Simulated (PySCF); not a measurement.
# C₄H₅FGe: NMR shifts at several levels of theory, part 2 of 2

PySCF 2.14.0. Atoms count from 0. The steps go on from the part before.

## 9. Shielding tensors: KT3/pcSseg-1

Job settings and geometry (Å):

```
{"job": {"kind": "nmr", "xc": "KT3", "basis": "pcSseg-1", "pop": false}, "charge": 0, "multiplicity": 1}
F     -2.231466     1.389789    -0.612228
C     -1.132781     0.699272    -0.336376
C      0.059615     1.265860    -0.084046
C      1.160810     0.328394     0.204595
C      0.919268    -0.999704     0.197349
Ge    -0.954978    -1.253811    -0.224821
H      0.214404     2.348430    -0.088871
H      2.152974     0.740647     0.419733
H      1.690087    -1.743088     0.405120
H     -1.809774    -1.869106     0.893170
H     -1.244981    -1.957754    -1.558740
```

With the program's defaults for keys left out, this is: GIAO KT3/pcSseg-1 NMR shielding, non-relativistic, gas phase.

The program printed:

```text
coarse grid: 45800 points
cycle   1  E = -2343.6145541246  dE =  7.491e-02  |g| = 8.119e-01  |ddm| = 3.293e+00
cycle   2  E = -2343.4241482977  dE =  1.904e-01  |g| = 1.202e+00  |ddm| = 1.563e+00
cycle   3  E = -2343.6885213768  dE = -2.644e-01  |g| = 2.797e-01  |ddm| = 1.193e+00
cycle   4  E = -2343.7062216031  dE = -1.770e-02  |g| = 1.599e-01  |ddm| = 4.243e-01
cycle   5  E = -2343.7130311686  dE = -6.810e-03  |g| = 3.449e-02  |ddm| = 1.740e-01
cycle   6  E = -2343.7132540491  dE = -2.229e-04  |g| = 1.159e-02  |ddm| = 3.548e-02
cycle   7  E = -2343.7132840666  dE = -3.002e-05  |g| = 4.657e-03  |ddm| = 1.271e-02
cycle   8  E = -2343.7132888599  dE = -4.793e-06  |g| = 1.846e-03  |ddm| = 5.293e-03
final grid: 96336 points
cycle   9  E = -2343.7132719988  dE =  5.389e-06  |g| = 4.789e-03  |ddm| = 6.661e-03
cycle  10  E = -2343.7132331720  dE =  3.883e-05  |g| = 1.279e-02  |ddm| = 1.611e-02
cycle  11  E = -2343.7132783710  dE = -4.520e-05  |g| = 7.186e-04  |ddm| = 1.142e-02
cycle  12  E = -2343.7132785062  dE = -1.352e-07  |g| = 1.168e-04  |ddm| = 6.791e-04
cycle  13  E = -2343.7132785096  dE = -3.409e-09  |g| = 4.675e-05  |ddm| = 1.673e-04
cycle  14  E = -2343.7132785101  dE = -5.393e-10  |g| = 1.303e-05  |ddm| = 5.548e-05
converged SCF energy = -2343.7132785101

GIAO shielding tensors (ppm)
atom      isotropic    diamagn.    paramagn.     s11        s22        s33       span
  0 F      267.793     473.863    -206.070    137.501    221.110    444.769    307.268
  1 C        9.245     254.954    -245.709    -58.932     33.348     53.318    112.250
  2 C       66.453     255.474    -189.021    -25.886     87.873    137.370    163.257
  3 C       42.067     252.892    -210.824    -61.379     49.531    138.050    199.429
  4 C       72.189     257.748    -185.559    -20.221     79.571    157.216    177.437
  5 Ge    1538.769    2759.043   -1220.274   1490.757   1511.707   1613.843    123.086
  6 H       25.303      30.742      -5.439     22.677     24.471     28.761      6.084
  7 H       24.610      30.653      -6.043     22.753     23.161     27.915      5.162
  8 H       25.846      31.157      -5.311     24.474     26.024     27.041      2.567
  9 H       26.956      27.737      -0.781     21.355     21.656     37.855     16.499
 10 H       26.953      27.703      -0.750     21.356     21.653     37.849     16.493
```

It took 18 s on 1 thread of Arm Neoverse V2, shared host; peak memory 0.95 GiB.

In short: δ C1 173.1, C3 140.2, C2 115.9, C4 110.1, H7 6.71, H6 6.02 ppm.

## 10. Shielding tensors: B97-D/pcSseg-1

Same as in step 9 but for these lines:

```diff
@@ -1,2 +1,2 @@
-{"job": {"kind": "nmr", "xc": "KT3", "basis": "pcSseg-1", "pop": false}, "charge": 0, "multiplicity": 1}
+{"job": {"kind": "nmr", "xc": "B97-D", "basis": "pcSseg-1", "pop": false}, "charge": 0, "multiplicity": 1}
 F     -2.231466     1.389789    -0.612228
```

With the program's defaults for keys left out, this is: GIAO B97-D/pcSseg-1 NMR shielding, non-relativistic, gas phase.

The program printed:

```text
coarse grid: 45800 points
cycle   1  E = -2332.7464382862  dE =  5.034e-02  |g| = 9.511e-01  |ddm| = 3.312e+00
cycle   2  E = -2332.5257500670  dE =  2.207e-01  |g| = 1.341e+00  |ddm| = 1.547e+00
cycle   3  E = -2332.8093734829  dE = -2.836e-01  |g| = 3.722e-01  |ddm| = 1.296e+00
cycle   4  E = -2332.8456243748  dE = -3.625e-02  |g| = 1.720e-01  |ddm| = 5.077e-01
cycle   5  E = -2332.8528559431  dE = -7.232e-03  |g| = 3.803e-02  |ddm| = 1.834e-01
cycle   6  E = -2332.8530974651  dE = -2.415e-04  |g| = 1.797e-02  |ddm| = 4.189e-02
cycle   7  E = -2332.8531669735  dE = -6.951e-05  |g| = 6.806e-03  |ddm| = 1.756e-02
cycle   8  E = -2332.8531770794  dE = -1.011e-05  |g| = 2.134e-03  |ddm| = 6.957e-03
cycle   9  E = -2332.8531783824  dE = -1.303e-06  |g| = 4.517e-04  |ddm| = 2.780e-03
final grid: 96336 points
cycle  10  E = -2332.8531831440  dE =  8.150e-08  |g| = 8.330e-04  |ddm| = 1.905e-03
cycle  11  E = -2332.8531823122  dE =  8.318e-07  |g| = 1.975e-03  |ddm| = 2.510e-03
cycle  12  E = -2332.8531833136  dE = -1.001e-06  |g| = 2.595e-04  |ddm| = 1.774e-03
cycle  13  E = -2332.8531833315  dE = -1.784e-08  |g| = 3.065e-05  |ddm| = 2.314e-04
cycle  14  E = -2332.8531833317  dE = -2.046e-10  |g| = 1.093e-05  |ddm| = 3.666e-05
converged SCF energy = -2332.8531833317

GIAO shielding tensors (ppm)
atom      isotropic    diamagn.    paramagn.     s11        s22        s33       span
  0 F      266.704     473.356    -206.652    134.169    215.474    450.470    316.301
  1 C       -1.647     254.721    -256.368    -74.800     23.994     45.863    120.663
  2 C       58.636     255.902    -197.267    -37.727     79.746    133.888    171.614
  3 C       33.205     253.355    -220.150    -74.470     39.001    135.085    209.554
  4 C       62.342     257.791    -195.449    -33.939     67.788    153.178    187.118
  5 Ge    1477.018    2757.336   -1280.318   1429.102   1435.952   1566.001    136.899
  6 H       25.345      30.532      -5.187     22.741     24.552     28.742      6.000
  7 H       24.630      30.435      -5.805     22.842     23.317     27.732      4.890
  8 H       25.811      30.866      -5.055     24.620     26.068     26.746      2.126
  9 H       26.789      27.788      -0.999     21.185     21.532     37.651     16.466
 10 H       26.786      27.752      -0.966     21.186     21.528     37.645     16.459
```

Run time: 17 s. Hardware: 1 thread of Arm Neoverse V2, shared host; peak memory 0.95 GiB.

In short: δ C1 180.8, C3 146.0, C2 120.5, C4 116.8, H7 6.78, H6 6.07 ppm.

## 11. NMR shieldings: B3LYP/pcSseg-1

Same as in step 10 but for these lines:

```diff
@@ -1,2 +1,2 @@
-{"job": {"kind": "nmr", "xc": "B97-D", "basis": "pcSseg-1", "pop": false}, "charge": 0, "multiplicity": 1}
+{"job": {"kind": "nmr", "xc": "B3LYP", "basis": "pcSseg-1", "pop": false}, "charge": 0, "multiplicity": 1}
 F     -2.231466     1.389789    -0.612228
```

Method: GIAO B3LYP/pcSseg-1 NMR shielding, non-relativistic, gas phase.

The program printed:

```text
coarse grid: 45800 points
cycle   1  E = -2331.9297889066  dE =  1.407e-01  |g| = 1.034e+00  |ddm| = 3.280e+00
cycle   2  E = -2331.8333312000  dE =  9.646e-02  |g| = 1.212e+00  |ddm| = 1.246e+00
cycle   3  E = -2332.0181736559  dE = -1.848e-01  |g| = 2.093e-01  |ddm| = 8.964e-01
cycle   4  E = -2332.0276247247  dE = -9.451e-03  |g| = 1.041e-01  |ddm| = 2.612e-01
cycle   5  E = -2332.0301321510  dE = -2.507e-03  |g| = 1.793e-02  |ddm| = 9.301e-02
cycle   6  E = -2332.0301796510  dE = -4.750e-05  |g| = 6.452e-03  |ddm| = 1.708e-02
cycle   7  E = -2332.0301871051  dE = -7.454e-06  |g| = 1.104e-03  |ddm| = 5.520e-03
final grid: 96336 points
cycle   8  E = -2332.0301404997  dE =  2.911e-07  |g| = 1.615e-03  |ddm| = 2.371e-03
cycle   9  E = -2332.0301392420  dE =  1.258e-06  |g| = 2.805e-03  |ddm| = 3.243e-03
cycle  10  E = -2332.0301411066  dE = -1.865e-06  |g| = 3.237e-04  |ddm| = 2.146e-03
cycle  11  E = -2332.0301411370  dE = -3.036e-08  |g| = 5.944e-05  |ddm| = 3.365e-04
cycle  12  E = -2332.0301411375  dE = -5.311e-10  |g| = 1.268e-05  |ddm| = 5.069e-05
converged SCF energy = -2332.0301411375

GIAO shielding tensors (ppm)
atom      isotropic    diamagn.    paramagn.     s11        s22        s33       span
  0 F      281.466     473.675    -192.209    150.669    234.655    459.076    308.407
  1 C       -9.438     254.250    -263.689    -97.370     21.815     47.240    144.610
  2 C       52.176     256.113    -203.937    -54.549     77.692    133.386    187.935
  3 C       25.631     253.547    -227.917    -93.611     34.243    136.260    229.870
  4 C       56.030     257.922    -201.892    -52.218     64.446    155.862    208.080
  5 Ge    1500.968    2754.370   -1253.402   1451.131   1462.479   1589.295    138.164
  6 H       25.252      30.361      -5.110     22.517     24.337     28.901      6.384
  7 H       24.598      30.338      -5.740     22.642     23.195     27.957      5.315
  8 H       25.704      30.763      -5.059     24.480     26.197     26.436      1.957
  9 H       26.819      27.703      -0.884     21.096     21.488     37.873     16.776
 10 H       26.816      27.671      -0.855     21.097     21.484     37.867     16.769
```

Run time: 11 s. Hardware: 1 thread of Arm Neoverse V2, shared host; peak memory 0.85 GiB.

In short: δ C1 188.7, C3 153.6, C2 127.1, C4 123.2, H7 6.79, H6 6.13 ppm.

## 12. Comparing the runs: NMR shifts

Shifts (ppm) of some atoms, chosen among heavy atoms and hydrogens apart, means over like atoms, with basis size and wall time:

```tsv
run	C1	C3	C4	H8	H9	F0	Ge5	functions	time
HF/pcSseg-1	183.8	156.0	120.0	5.73	4.37	-103.6	-163	151	6.5 s
LDA/pcSseg-1	193.9	156.9	128.3	5.90	5.00	-116.4	-225	151	16 s
PBE/pcSseg-1	186.1	150.8	120.9	5.72	4.66	-110.9	-222	151	18 s
BLYP/pcSseg-1	188.1	151.1	121.4	5.59	4.60	-111.5	-229	151	18 s
BP86/pcSseg-1	186.2	150.8	121.0	5.72	4.72	-113.6	-222	151	18 s
OPBE/pcSseg-1	176.4	144.8	115.2	5.78	4.53	-105.0	-208	151	18 s
KT2/pcSseg-1	176.0	142.3	111.7	5.51	4.61	-128.4	-225	151	17 s
KT3/pcSseg-1	173.1	140.2	110.1	5.47	4.37	-118.3	-219	151	18 s
B97-D/pcSseg-1	180.8	146.0	116.8	5.60	4.62	-111.9	-218	151	17 s
B3LYP/pcSseg-1	188.7	153.6	123.2	5.68	4.57	-109.5	-209	151	11 s
```

## 13. Summary of results

This closing draws on all 2 parts.

| quantity | value |
| --- | --- |
| 13C shifts against TMS (HF/pcSseg-1) | 183.8, 156.0, 128.0, 120.0 ppm |
| 1H shifts against TMS (HF/pcSseg-1, means over atoms taken as alike) | 6.90, 6.34, 5.73, 4.37 ppm |
| 19F shifts against CFCl3 (HF/pcSseg-1) | -103.6 ppm |
| 73Ge shifts against GeMe4 (HF/pcSseg-1) | -163 ppm |
| range of the shift of Ge5 | -229 to -163 ppm |

**Reading.** Single values in the summary come from the first run of each kind that ended normally (HF/pcSseg-1), which need not be the best level. Across the 10 runs the shift of Ge5 moves most, between -229 (BLYP/pcSseg-1) and -163 ppm (HF/pcSseg-1). Spin-orbit coupling is left out, which matters for shieldings and couplings at and beside the heavy atoms.
